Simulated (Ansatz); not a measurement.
# Ti2SnO6: the cost of one run

Method: DFT PBE, scalar-relativistic, plane waves, PAW, in Ansatz 0.2.0.

1 further run of the same task is left out (set aside as unsound or not needed).

### 1 Starting point

Symmetry: C2/m, No. 12, monoclinic system. Conventional cell: a = 14.434 Å, b = 3.069 Å, c = 4.905 Å, α = 90.00°, β = 90.52°, γ = 90.00°. Ti (site symmetry m) is surrounded by 6 O at 1.96 to 2.00 Å. Sn (site symmetry 2/m) is surrounded by 6 O at 2.06 to 2.11 Å. O (site symmetry m) has 1 Ti at 1.98 Å and 2 Sn at 2.06 Å as nearest neighbours. O (site symmetry m) has 3 Ti at 1.96 to 1.98 Å as nearest neighbours. Around O (site symmetry m) lie 2 Ti at 2.00 Å and 1 Sn at 2.11 Å.

As a file:

```cif
data_structure
_symmetry_space_group_name_H-M 'P 1'
_symmetry_Int_Tables_number 1
_cell_length_a 7.3784
_cell_length_b 7.3784
_cell_length_c 4.9052
_cell_angle_alpha 90.512
_cell_angle_beta 90.512
_cell_angle_gamma 24.006
_cell_volume 108.64
loop_
_atom_site_label
_atom_site_type_symbol
_atom_site_fract_x
_atom_site_fract_y
_atom_site_fract_z
_atom_site_occupancy
Ti1 Ti 0.34010 0.34010 0.99232 1
Ti2 Ti 0.65990 0.65990 0.00768 1
Sn1 Sn 0.00000 0.00000 0.50000 1
O1 O 0.43304 0.43304 0.69889 1
O2 O 0.77748 0.77748 0.81262 1
O3 O 0.10229 0.10229 0.80867 1
O4 O 0.89771 0.89771 0.19133 1
O5 O 0.22252 0.22252 0.18738 1
O6 O 0.56696 0.56696 0.30111 1
```

The cell was relaxed beforehand at this level, from a generated guess; it is a trial structure. At a tolerance of 0.02 Å it has space group C2/m (No. 12); it has 12.07 Å³/atom, an uncorrected energy of -2.52 eV/atom over the elements.

### 2 Bands, states and charges

File input.yaml:

```yaml
crystal:
  lattice:
    - [7.2170873546, -1.5344467089, 0.0219928905]
    - [7.2170873546, 1.5344467089, 0.0219928905]
    - [-0.05974158, 0.0, 4.9048676138]
  atoms:
    - { symbol: Ti, position: [0.3401008595, 0.3401008595, 0.9923163032] }
    - { symbol: Ti, position: [0.6598991405, 0.6598991405, 0.0076836968] }
    - { symbol: Sn, position: [0.0, 0.0, 0.5] }
    - { symbol: O, position: [0.4330400245, 0.4330400245, 0.698889683] }
    - { symbol: O, position: [0.7774821086, 0.7774821086, 0.8126236468] }
    - { symbol: O, position: [0.1022850246, 0.1022850246, 0.8086691687] }
    - { symbol: O, position: [0.8977149754, 0.8977149754, 0.1913308313] }
    - { symbol: O, position: [0.2225178914, 0.2225178914, 0.1873763532] }
    - { symbol: O, position: [0.5669599755, 0.5669599755, 0.301110317] }
basis:
  ecutwfc: 420
kpoints:
  mp_grid: { grid: [10, 10, 6] }
  band_path:
    path:
      - [[0.0, 0.0, 0.0], [-0.26130191, 0.26130191, 0.0]]
      - [[-0.73869809, -0.26130191, 0.0], [-0.5, -0.5, 0.0], [0.0, 0.0, 0.0], [-0.5, -0.5, 0.5], [-0.73900179, -0.26099821, 0.5]]
      - [[-0.26099821, 0.26099821, 0.5], [0.0, 0.0, 0.5], [0.0, 0.0, 0.0]]
      - [[-0.5, 0.0, 0.5], [0.0, 0.0, 0.0], [-0.5, 0.0, 0.0]]
    npoints: 14
hamiltonian:
  xc: pbe
scf:
  occupations: { method: gaussian, width: 0.02 }
  n_extra_bands: 22
output:
  forces: true
  stress: true
  eigenvalues: true
  populations: true
  dos: { projected: true, de: 0.02, nscf_kmesh: { grid: [15, 15, 9] } }
  bader: true
  write_density: true
  write_potential: true
  elf: true
  volumetric_format: npy
```

Launch:

```
ansatz run input.yaml --threads 4 --pin off --max-ram 8192MiB --backend cpu --events-out ev --progress --plain --runs-dir out
```

What time and memory should one allow on 4 threads of Intel Xeon at 2.70GHz, shared host?

About 93 s, with a peak of 2 GiB.
